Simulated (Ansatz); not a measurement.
# CH3BClF: the cost of one run

Program: Ansatz 0.2.0. Level of theory: RHF/def2-SVP. These are calculated values, not measurements.

## Step 1: The starting structure

Bond lengths: B1–F2 1.320 Å, B1–Cl3 1.860 Å, B1–C4 1.600 Å, C4–H5 1.110 Å, C4–H6 1.110 Å, C4–H7 1.110 Å. Angles: F2–B1–Cl3 120.0°, F2–B1–C4 120.0°, Cl3–B1–C4 120.0°, B1–C4–H5 109.5°, B1–C4–H6 109.5°, B1–C4–H7 109.5°, H5–C4–H6 109.4°, H5–C4–H7 109.4°, H6–C4–H7 109.4°.

Coordinates:

```xyz
7

B     0.0000    0.0000    0.0000
F     0.0000    0.0000    1.3200
Cl    1.6108    0.0000   -0.9300
C    -1.3856    0.0000   -0.8000
H    -1.9458   -0.9305   -0.5708
H    -1.9898    0.8797   -0.4946
H    -1.1839    0.0508   -1.8903
```

## Step 2: Relaxing the start

input.yaml reads:

```yaml
crystal:
  periodic: [false, false, false]
  atoms:
    - { symbol: B, position_ang: [0.0, 0.0, 0.0] }
    - { symbol: F, position_ang: [0.0, 0.0, 1.32] }
    - { symbol: Cl, position_ang: [1.6108, 0.0, -0.93] }
    - { symbol: C, position_ang: [-1.3856, 0.0, -0.8] }
    - { symbol: H, position_ang: [-1.9458, -0.9305, -0.5708] }
    - { symbol: H, position_ang: [-1.9898, 0.8797, -0.4946] }
    - { symbol: H, position_ang: [-1.1839, 0.0508, -1.8903] }
basis:
  gaussian: { orbitals: def2-SVP }
hamiltonian:
  xc: hf
relax:
  f_tol: 0.02
  max_steps: 40
```

Command:

```console
ansatz run input.yaml --threads 1 --pin off --max-ram 2048MiB --backend cpu --events-out ev --progress --plain --runs-dir out
```

**Question.** How long does this run take on 1 thread of Arm Neoverse V2, shared host, and how much memory does it need?

About 9.3 s, with a peak of 0.13 GiB.
